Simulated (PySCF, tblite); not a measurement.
**C7H8ClOPS: geometry, infrared bands and NMR shifts**

Aim: predict the infrared bands and NMR shifts of C7H8ClOPS (`COc1cc(Cl)cc(SC)p1`).

Computed with tblite 0.8.0 and PySCF 2.14.0, with density-fitted response routines of our own, on a single molecule in the gas phase. Atoms are numbered from 0 throughout.

### Step 1. The starting structure

19 atoms, charge 0, multiplicity 1; geometry from: force field or distance geometry start.

Bonds of the start (Å): C0–O1 1.41, O1–C2 1.41, C2–C3 1.38, C3–C4 1.35, C4–Cl5 1.78, C4–C6 1.36, C6–C7 1.37, C7–S8 1.79, S8–C9 1.81, C7–P10 1.76, P10–C2 1.73, C0–H11 1.10, C0–H12 1.13, C0–H13 1.11, C3–H14 1.11, C6–H15 1.10, C9–H16 1.10, C9–H17 1.12, C9–H18 1.11.

### Step 2. Geometry optimisation with GFN2-xTB

Job settings and geometry (Å):

```
{"job": {"kind": "relax", "xc": "GFN2-xTB", "basis": "xTB"}, "charge": 0, "multiplicity": 1}
C     -2.992300    -1.314600    -0.441000
O     -2.734900     0.067400    -0.337100
C     -1.426500     0.573000    -0.183400
C     -1.170500     1.926700    -0.084900
C      0.054700     2.478600     0.069100
Cl     0.104400     4.250100     0.180000
C      1.252900     1.839500     0.114200
C      1.442500     0.484700     0.048100
S      3.044300    -0.313100     0.125300
C      2.905200    -2.114000    -0.000900
P     -0.033000    -0.449800    -0.139900
H     -2.438600    -1.894000     0.308600
H     -4.085400    -1.513900    -0.228200
H     -2.755800    -1.597800    -1.492500
H     -2.056300     2.587600    -0.103800
H      2.168900     2.435700     0.245400
H      1.970200    -2.409500    -0.507800
H      2.976700    -2.529000     1.032800
H      3.763700    -2.498200    -0.596500
```

The run is started by

```console
$ OMP_NUM_THREADS=1 python probes_run.py task.json out
```

The driver reads the jobs from task.json and runs them one after another.

**Question.** This job is followed by: GFN2-xTB harmonic vibrations, gas phase; GIAO PBE0/pcSseg-1 NMR shielding, non-relativistic, gas phase. What will the session give for the following? strongest single infrared mode (GFN2-xTB); zero-point energy (GFN2-xTB); 13C shifts against TMS (PBE0/pcSseg-1); 1H shifts against TMS (PBE0/pcSseg-1, means over atoms taken as alike); 17O shifts against H2O (PBE0/pcSseg-1); 35Cl shifts against HCl (PBE0/pcSseg-1); 33S shifts against CS2 (PBE0/pcSseg-1); 31P shifts against H3PO4 (PBE0/pcSseg-1).

As calculated:

```
                                                              quantity                                              value
                             strongest single infrared mode (GFN2-xTB)                              1346 cm⁻¹, 201 km/mol
                                          zero-point energy (GFN2-xTB)                                      82.3 kcal/mol
                                13C shifts against TMS (PBE0/pcSseg-1)  203.8, 184.9, 148.9, 128.8, 123.3, 59.6, 22.1 ppm
1H shifts against TMS (PBE0/pcSseg-1, means over atoms taken as alike)                         7.57, 7.31, 4.16, 2.65 ppm
                                17O shifts against H2O (PBE0/pcSseg-1)                                          158.7 ppm
                               35Cl shifts against HCl (PBE0/pcSseg-1)                                            266 ppm
                                33S shifts against CS2 (PBE0/pcSseg-1)                                             82 ppm
                              31P shifts against H3PO4 (PBE0/pcSseg-1)                                          102.4 ppm
```

**Reading.** Over 94 steps the energy fell by 0.891 eV; of the close pairs, O1–C2 changed most, 1.411 to 1.355 Å. No mode is imaginary among the 51: a minimum at this level. The strongest single mode, at 1346 cm⁻¹, is spread over several atoms, C2, C6, C3, C7 among them. Unscaled tight-binding wavenumbers are off by several per cent, some by more. Its intensities can rank the bands wrongly. At PBE0/pcSseg-1: The widest tensor belongs to P10: span 521 ppm, with a paramagnetic part of -756 ppm. NICS(1)zz of -21 ppm above the planar ring from C2 marks a diatropic (aromatic) ring current.
